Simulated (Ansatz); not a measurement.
# CH4AlFOS (SMILES C[O][Al]([F])[SH]): levels of theory compared

Aim: a comparison of 5 runs (HF/3-21G, B3LYP/6-31G*, PBE0/cc-pVDZ, PBE/cc-pVTZ) of CH4AlFOS. 

The results are computed with Ansatz 0.2.0.

3 further runs of the same task are left out: 1 for a known fault of the program, 1 that didn't finish, 1 set aside as unsound or not needed.

## 1. Starting point

CH4AlFOS has 9 atoms, charge 0, and is taken as a singlet. As SMILES, `C[O][Al]([F])[SH]`. The shape is that of a PBE0-D4/def2-TZVP optimisation. This is one conformer, not always the lowest.

Bond lengths: C1–O2 1.396 Å, O2–Al3 1.667 Å, Al3–F4 1.639 Å, Al3–S5 2.167 Å, C1–H6 1.097 Å, C1–H7 1.094 Å, C1–H8 1.094 Å, S5–H9 1.345 Å. Some angles: C1–O2–Al3 139.1°, O2–Al3–F4 118.6°, O2–Al3–S5 124.1°, F4–Al3–S5 117.3°, O2–C1–H6 112.6°, O2–C1–H7 110.0°, O2–C1–H8 110.0°, Al3–S5–H9 92.3°, H6–C1–H7 108.0°, H6–C1–H8 108.0°.

## 2. Energy and forces at HF/3-21G (run 1)

File molecule.yaml:

```yaml
basis:
  gaussian: {orbitals: 3-21G.json}
crystal:
  periodic: [false, false, false]
  atoms:
    - {symbol: C, position_ang: [-0.379900, -1.413600, 0.124000]}
    - {symbol: O, position_ang: [0.379800, -0.533400, -0.648200]}
    - {symbol: Al, position_ang: [0.762100, 1.088800, -0.700300]}
    - {symbol: F, position_ang: [1.761600, 1.622100, -1.885300]}
    - {symbol: S, position_ang: [0.019800, 2.558600, 0.708100]}
    - {symbol: H, position_ang: [-0.867800, -0.917900, 0.972900]}
    - {symbol: H, position_ang: [0.258100, -2.209500, 0.519500]}
    - {symbol: H, position_ang: [-1.158700, -1.875100, -0.490600]}
    - {symbol: H, position_ang: [-0.686500, 1.633800, 1.382900]}
hamiltonian: {xc: hf}
accuracy: high
output: {forces: true, orbitals: {seedname: orbitals}}
```

The basis set 3-21G is read from a file made from the Basis Set Exchange's data (not shown).

Run with:

```console
ansatz run molecule.yaml --threads 1 --pin off --max-ram 2610MiB --events-out events.jsonl --progress --plain --runs-dir runs
```

What it wrote:

```text
Warning: RAYON_NUM_THREADS=1 ignored (pool sized by the plan → 1); use --threads N
Functional definition: HF
  name "HF"
  exchange = exact_x
  correlation = 0
1370 factors; integrals over basis functions are off by at most 7.4e-9 eV
mean field evaluation 1: about -23116.7008 eV, gradient 4.0e1 eV
mean field evaluation 2: about -23116.9906 eV, gradient 4.0e1 eV
mean field evaluation 4: about -23120.1039 eV, gradient 2.0e0 eV
mean field evaluation 8: about -23120.1402 eV, gradient 2.3e-1 eV
mean field evaluation 16: about -23120.1405 eV, gradient 8.2e-9 eV
mean field -23120.14045719 eV, -849.6494904078 hartree, gradient 3.8e-8 eV, S^2 0.000000; 0 other end points of the search recorded, 0 dependent functions left out
the calculation of the forces begins
reference -23120.14045719 eV, -849.6494904078 hartree; 28, 28 occupied and 33, 33 virtual orbitals, 1370 factors
Total energy: -23120.14045719 eV, -849.6494904078 hartree
Atom 0 at    -0.379900    -1.413600     0.124000 Å, force    -0.576821    -1.181818     0.439010 eV/Å
Atom 1 at     0.379800    -0.533400    -0.648200 Å, force     0.292304     0.977713    -0.112317 eV/Å
Atom 2 at     0.762100     1.088800    -0.700300 Å, force     0.763022    -0.684091    -1.215781 eV/Å
Atom 3 at     1.761600     1.622100    -1.885300 Å, force     0.123416    -0.027083    -0.172010 eV/Å
Atom 4 at     0.019800     2.558600     0.708100 Å, force    -0.373675     0.569660     0.660568 eV/Å
Atom 5 at    -0.867800    -0.917900     0.972900 Å, force     0.118222    -0.179059    -0.226589 eV/Å
Atom 6 at     0.258100    -2.209500     0.519500 Å, force    -0.281338     0.261499    -0.111377 eV/Å
Atom 7 at    -1.158700    -1.875100    -0.490600 Å, force     0.256289     0.133363     0.273129 eV/Å
Atom 8 at    -0.686500     1.633800     1.382900 Å, force    -0.321418     0.129815     0.465366 eV/Å
Dipole moment:    -0.401204    -0.596746     0.367543 e Å
```

Run time: 1.7 s. Hardware: 1 thread of Arm Neoverse V1, shared host; peak memory 0.14 GiB.

## 3. Energy and gradient at B3LYP/6-31G(d) (spherical functions) (run 2)

Edit molecule.yaml of step 2 so:

```diff
@@ -1,3 +1 @@
-basis:
-  gaussian: {orbitals: 3-21G.json}
 crystal:
@@ -14,4 +12,6 @@
     - {symbol: H, position_ang: [-0.686500, 1.633800, 1.382900]}
-hamiltonian: {xc: hf}
+basis:
+  gaussian: {orbitals: 6-31G_st_-spherical.json}
+hamiltonian: {xc: {name: B3LYP}}
+output: {forces: true, orbitals: {seedname: orbitals}}
 accuracy: high
-output: {forces: true, orbitals: {seedname: orbitals}}
```

The basis set 6-31G* is read from a file made from the Basis Set Exchange's data (not shown).

Run with:

```console
ansatz run molecule.yaml --threads 1 --pin off --max-ram 2610MiB --events-out events.jsonl --progress --plain --runs-dir runs
```

What it wrote, shortened:

```text
Warning: RAYON_NUM_THREADS=1 ignored (pool sized by the plan → 1); use --threads N
Functional definition: B3LYP
  name "B3LYP"
[...]
1896 factors; integrals over basis functions are off by at most 6.9e-9 eV
[...]
mean field -23302.49169468 eV, -856.3507747834 hartree, gradient 1.1e-8 eV, S^2 0.000000; 0 other end points of the search recorded, 0 dependent functions left out
[...]
reference -23302.49173543 eV, -856.3507762809 hartree; 28, 28 occupied and 58, 58 virtual orbitals, 1896 factors
Total energy: -23302.49173543 eV, -856.3507762809 hartree
Atom 0 at    -0.379900    -1.413600     0.124000 Å, force    -0.135107    -0.159627     0.134632 eV/Å
Atom 1 at     0.379800    -0.533400    -0.648200 Å, force     0.068794    -0.360600    -0.196043 eV/Å
Atom 2 at     0.762100     1.088800    -0.700300 Å, force     0.085107     0.367005    -0.010162 eV/Å
Atom 3 at     1.761600     1.622100    -1.885300 Å, force     0.220509     0.082511    -0.271414 eV/Å
Atom 4 at     0.019800     2.558600     0.708100 Å, force    -0.013779     0.263602     0.093935 eV/Å
Atom 5 at    -0.867800    -0.917900     0.972900 Å, force    -0.061990     0.031770     0.096821 eV/Å
Atom 6 at     0.258100    -2.209500     0.519500 Å, force     0.056165    -0.086501     0.043813 eV/Å
Atom 7 at    -1.158700    -1.875100    -0.490600 Å, force    -0.080112    -0.053896    -0.053918 eV/Å
Atom 8 at    -0.686500     1.633800     1.382900 Å, force    -0.139588    -0.084263     0.162337 eV/Å
Dipole moment:    -0.331802    -0.421272     0.324130 e Å
```

Wall time 14 s (1 thread of Arm Neoverse V1, shared host); peak memory 0.3 GiB.

Runs 3 to 4 aren't shown in full; the table further down has their settings and results.

## 4. Energy and gradient at PBE/cc-pVTZ (run 5)

File input.yaml:

```yaml
basis:
  gaussian: {orbitals: cc-pVTZ}
crystal:
  periodic: [false, false, false]
  atoms:
    - {symbol: C, position_ang: [-0.379900, -1.413600, 0.124000]}
    - {symbol: O, position_ang: [0.379800, -0.533400, -0.648200]}
    - {symbol: Al, position_ang: [0.762100, 1.088800, -0.700300]}
    - {symbol: F, position_ang: [1.761600, 1.622100, -1.885300]}
    - {symbol: S, position_ang: [0.019800, 2.558600, 0.708100]}
    - {symbol: H, position_ang: [-0.867800, -0.917900, 0.972900]}
    - {symbol: H, position_ang: [0.258100, -2.209500, 0.519500]}
    - {symbol: H, position_ang: [-1.158700, -1.875100, -0.490600]}
    - {symbol: H, position_ang: [-0.686500, 1.633800, 1.382900]}
hamiltonian: {xc: {name: PBE}}
accuracy: high
output: {forces: true, orbitals: {seedname: orbitals}}
```

Run with:

```console
ansatz run input.yaml --threads 1 --pin off --max-ram 2610MiB --events-out events.jsonl --progress --plain --runs-dir runs
```

What it wrote, shortened:

```text
Warning: RAYON_NUM_THREADS=1 ignored (pool sized by the plan → 1); use --threads N
Functional definition: PBE
  name "PBE"
[...]
3762 factors; integrals over basis functions are off by at most 1.2e-8 eV
[...]
mean field -23291.09650702 eV, -855.9320093606 hartree, gradient 7.1e-8 eV, S^2 0.000000; 0 other end points of the search recorded, 0 dependent functions left out
[...]
reference -23291.09651124 eV, -855.9320095160 hartree; 28, 28 occupied and 186, 186 virtual orbitals, 3762 factors
Total energy: -23291.09651124 eV, -855.9320095160 hartree
Atom 0 at    -0.379900    -1.413600     0.124000 Å, force    -0.123705    -0.115089     0.130644 eV/Å
Atom 1 at     0.379800    -0.533400    -0.648200 Å, force     0.138832    -0.409265    -0.303846 eV/Å
Atom 2 at     0.762100     1.088800    -0.700300 Å, force    -0.268607     0.230782     0.424026 eV/Å
Atom 3 at     1.761600     1.622100    -1.885300 Å, force     0.535984     0.284465    -0.636036 eV/Å
Atom 4 at     0.019800     2.558600     0.708100 Å, force     0.066793     0.469917     0.045741 eV/Å
Atom 5 at    -0.867800    -0.917900     0.972900 Å, force    -0.126257     0.081348     0.203303 eV/Å
Atom 6 at     0.258100    -2.209500     0.519500 Å, force     0.125708    -0.193600     0.097628 eV/Å
Atom 7 at    -1.158700    -1.875100    -0.490600 Å, force    -0.180478    -0.120719    -0.120699 eV/Å
Atom 8 at    -0.686500     1.633800     1.382900 Å, force    -0.168271    -0.227840     0.159239 eV/Å
Dipole moment:    -0.311555    -0.336090     0.320984 e Å
```

Run time: 42 s. Hardware: 1 thread of Arm Neoverse V1, shared host; peak memory 1.1 GiB.

## 5. Overview of the runs

```csv
run,level,Cartesian functions,energy (Eh),dipole moment (D),HOMO energy (eV),LUMO energy (eV),wall time
1,HF/3-21G,no,-849.649490,3.88,-11.00,2.55,1.7 s
2,B3LYP/6-31G* (spherical functions),no,-856.350776,3.01,-7.53,-0.82,14 s
3,B3LYP/6-31G* (Cartesian functions),yes,-856.358704,3.01,-7.53,-0.83,14 s
4,PBE0/cc-pVDZ,no,-855.881307,3.09,-7.87,-0.52,16 s
5,PBE/cc-pVTZ,no,-855.932010,2.69,-6.67,-1.50,42 s
```

## 6. What came out

| quantity | value |
| --- | --- |
| run 5: total energy | -855.93201 Eh |
| run 5: dipole moment | 2.69 D |
| run 5: HOMO energy | -6.67 eV |
| run 5: LUMO energy | -1.50 eV |
| run 5: HOMO–LUMO gap | 5.17 eV |
| run 5: largest force on an atom | 0.879 eV/Å |

In words: The dipole moment (its size) runs from 2.69 D (PBE/cc-pVTZ) to 3.88 D (HF/3-21G). The two ends differ in method and basis. The HOMO–LUMO gap runs from 5.17 eV (PBE/cc-pVTZ) to 13.55 eV (HF/3-21G). Totals of different functionals can't be ranked against each other. All runs together took 87 s, the longest 42 s.
